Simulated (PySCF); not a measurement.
**[BiF4]−: other functionals and bases at one geometry**

One table from this session's results is given with a row withheld; the runs are named, their logs left out.

The runs use PySCF 2.14.0; several levels, as the steps say, no spin–orbit coupling.

4 further runs of the same task are left out: 2 for a known fault of the program, 1 that didn't finish, 1 set aside as unsound or not needed.

**Where the work starts**

5 atoms, charge -1, spin multiplicity 1.

Bond lengths: Bi1–F2 2.097 Å, Bi1–F3 2.097 Å, Bi1–F4 2.097 Å, Bi1–F5 2.097 Å. Angles: F2–Bi1–F3 81.5°, F2–Bi1–F4 134.8°, F2–Bi1–F5 81.5°, F3–Bi1–F4 81.5°, F3–Bi1–F5 134.8°, F4–Bi1–F5 81.5°.

Geometry (Å):

```xyz
5
BiF4
Bi    0.00000    0.00000   -0.46293
F     1.93589    0.00000    0.34301
F     0.00000    1.93589    0.34301
F    -1.93589    0.00000    0.34301
F     0.00000   -1.93589    0.34301
```

Formal oxidation states: Bi +3. An earlier session relaxed this geometry at r2SCAN, Bi def2-SVP with ECP60, F def2-SVP (singlet, point group C4v).

At r2SCAN on the finer grid: E = -613.769419 Eh, HOMO -1.89 eV, LUMO 3.50 eV, Mulliken charge on Bi1 +1.15 e, largest force component 0.076 eV/Å. 

Levels to run: wB97X; BLYP; revPBE; CAM-B3LYP; r2SCAN, TZVP; r2SCAN, x2c-SVP. Hardware: 2 threads of Arm Neoverse V2, shared host.

Set-up of the first run:

run.py (the lines that set the calculation)

```python
mol = gto.M(atom='''
Bi     0.00000     0.00000    -0.46293
F      1.93589     0.00000     0.34301
F      0.00000     1.93589     0.34301
F     -1.93589     0.00000     0.34301
F      0.00000    -1.93589     0.34301''',
    basis={'Bi': 'def2-SVP', 'F': 'def2-SVP'},
    ecp={'Bi': 'def2-SVP'},
    charge=-1, spin=0)
mf = dft.RKS(mol, xc='WB97X')
mf.grids.atom_grid = (75, 302)
mf = mf.density_fit()  # fitting sets: Bi def2-universal-JKFIT, F def2-universal-JKFIT
mf.conv_tol = 1e-08; mf.max_cycle = 55
mf.kernel(dm0)  # dm0: the density of the relaxed state
```

Command:

```bash
$ OMP_NUM_THREADS=2 python run.py
```

Steps of the session up to this table: wB97X; BLYP; revPBE; CAM-B3LYP; r2SCAN, TZVP; r2SCAN, x2c-SVP.

One table of the session follows, with a row left open; its other results are not shown here.

| level | HOMO (eV) | gap (eV) | charge on Bi1 (e) | dipole (D) | largest force component (eV/Å) |
| --- | --- | --- | --- | --- | --- |
| r2SCAN (relaxed here) | -1.89 | 5.39 | 1.15 | 5.03 | 0.08 |
| wB97X | -5.27 | 11.37 | 1.22 | 5.35 | 0.24 |
| BLYP | -1.18 | 4.76 | 0.97 | 4.72 | 0.77 |
| revPBE | -1.28 | 4.83 | 1.00 | 4.75 | 0.75 |
| CAM-B3LYP | ? | ? | ? | ? | ? |
| r2SCAN, TZVP | -2.62 | 5.48 | 1.32 | 5.39 | 0.24 |
| r2SCAN, x2c-SVP | -1.87 | 5.44 | 1.20 | 5.03 | 0.91 |

**Question.** Estimate the row for CAM-B3LYP.

**Answer.** HOMO (eV): -4.33; gap (eV): 9.39; charge on Bi1 (e): 1.17; dipole (D): 5.25; largest force component (eV/Å): 0.38. In the column «HOMO (eV)» it lies between wB97X (-5.27) and r2SCAN, TZVP (-2.62).

The dipole of a charged species depends on the origin, so these sizes hold for this origin alone.

In one basis the HOMO–LUMO gap runs from 4.76 eV (BLYP) to 11.37 eV (wB97X). The largest leftover force, 0.91 eV/Å with r2SCAN, x2c-SVP, stands at a geometry relaxed at another level. Total energies of different levels can't be compared.
